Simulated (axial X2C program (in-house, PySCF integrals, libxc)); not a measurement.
# HgIn: properties at the nuclei

Aim: properties at the nuclei of HgIn, with spin–orbit coupling in the Hamiltonian from the start.

Computed with an in-house X2C program for linear molecules on PySCF integrals. Level: two-component X2C with atomic mean-field terms, Hg dyall-cv3z, In dyall-cv3z.

All values are calculated.

## 1. The job

The input, task.json:

```json
{"zs": [80, 49], "q": 0, "bas": ["dyall-cv3z", "dyall-cv3z"], "r0": 2.75, "levels": ["PBE0", "HF", "PBE50", "TPSSh", "BP86"], "nst": 2}
```

Keys: zs atomic numbers; q charge; bas basis sets; r0 starting distance in Å; levels methods (HF also brings MP2); nst determinants followed.

Launch:

```sh
> python soeom.py task.json out
```

Nuclei are Gaussian, cores are contracted, and the Gaunt term is on.

## 2. Expectation values, lowest determinant

R = 2.981 Å. State: Ω = 1/2 (excess of +ω over −ω: ω = 1/2).

Output of the PBE0 run:

```text
two-component X2C + atomic mean field  PBE0
basis functions 307  fitting functions 1502  grid points 5806
iter        total energy     max residual
   1     -25507.534303461     4.76e-05
   2     -25507.534303462     5.64e-06
converged
one-electron -36350.27783069  Coulomb 10707.55432162  exact exchange -132.69414560  xc functional -406.21857361  nuclear repulsion 695.86536961  atomic mean-field constant -21.76344480
```

The highest occupied spinor is 82% In p, 16% Hg p.

```csv
level,Eeff magnitude (GV/cm),Ws magnitude Hg (kHz),A∥/gI Hg (MHz),qzz Hg (a.u.),A∥/gI In (MHz),qzz In (a.u.),μ (D)
PBE0,1.44,1.24,1100,0.63,1670,1.43,-0.02
HF,5.05,13.1,872,-0.02,1910,1.35,-0.74
PBE50,0.537,0.652,991,0.37,1750,1.54,-0.34
TPSSh,2.05,2.65,1140,0.70,1640,1.41,0.01
BP86,1.05,0.358,1260,0.95,1630,1.34,0.29
```

Eeff is the effective electric field on the electron dipole moment in this Ω state and Ws the scalar–pseudoscalar constant (defined with the proton number Z and per Ω); A∥ is the parallel hyperfine constant, which follows by multiplying with the nuclear g factor gI = μI/(I μN); qzz is the electric field gradient, eQq0 = 234.96 MHz × Q/barn × qzz; μ is positive if In is the positive end. The operators were transformed with the bare-nucleus X2C matrices.

## 3. Expectation values, a higher determinant

R = 2.981 Å. State: Ω = 3/2 (excess of +ω over −ω: ω = 3/2), 0.24 eV above the lowest in the PBE0 search for states (made at or near this distance, with looser thresholds).

Output of the PBE0 run:

```text
two-component X2C + atomic mean field  PBE0
basis functions 307  fitting functions 1502  grid points 5806
iter        total energy     max residual
   1     -25507.525515021     1.92e-05
   2     -25507.525515022     1.25e-05
   3     -25507.525515022     1.54e-06
converged
one-electron -36349.82783419  Coulomb 10707.10902613  exact exchange -132.69362072  xc functional -406.21501105  nuclear repulsion 695.86536961  atomic mean-field constant -21.76344480
```

The highest occupied spinor is 84% In p, 14% Hg p.

```csv
level,Eeff magnitude (GV/cm),Ws magnitude Hg (kHz),A∥/gI Hg (MHz),qzz Hg (a.u.),A∥/gI In (MHz),qzz In (a.u.),μ (D)
PBE0,3.75,2.85,-128,0.25,117,1.23,-0.32
HF,17.7,14,-265,-0.07,26,1.33,-0.91
PBE50,5.13,3.97,-155,0.09,108,1.33,-0.55
TPSSh,3.74,2.81,-117,0.28,127,1.23,-0.32
BP86,2.47,1.86,-105,0.47,127,1.17,-0.10
```

## 4. What came out

```
                                        quantity                                    value
                              lowest determinant  Ω = 1/2 (excess of +ω over −ω: ω = 1/2)
                    Eeff magnitude (GV/cm), PBE0                                     1.44
                     Ws magnitude Hg (kHz), PBE0                                     1.24
                            A∥/gI Hg (MHz), PBE0                                     1100
                             qzz Hg (a.u.), PBE0                                     0.63
                              higher determinant  Ω = 3/2 (excess of +ω over −ω: ω = 3/2)
Eeff magnitude (GV/cm), PBE0, higher determinant                                     3.75
 Ws magnitude Hg (kHz), PBE0, higher determinant                                     2.85
        A∥/gI Hg (MHz), PBE0, higher determinant                                     -128
         qzz Hg (a.u.), PBE0, higher determinant                                     0.25
```

In words: In the first state, the effective field runs from 0.537 to 5.05 GV/cm over the mean-field levels, so the levels don't agree on it. The expectation values come from single determinants, which for open shells can mix terms of unlike spin or miss the lowest Ω, so a determinant need not be a state. Eeff is the effective electric field on the electron dipole moment in this Ω state and Ws the scalar–pseudoscalar constant (defined with the proton number Z and per Ω); A∥ is the parallel hyperfine constant, which follows by multiplying with the nuclear g factor gI = μI/(I μN); qzz is the electric field gradient, eQq0 = 234.96 MHz × Q/barn × qzz; μ is positive if In is the positive end. The operators were transformed with the bare-nucleus X2C matrices.
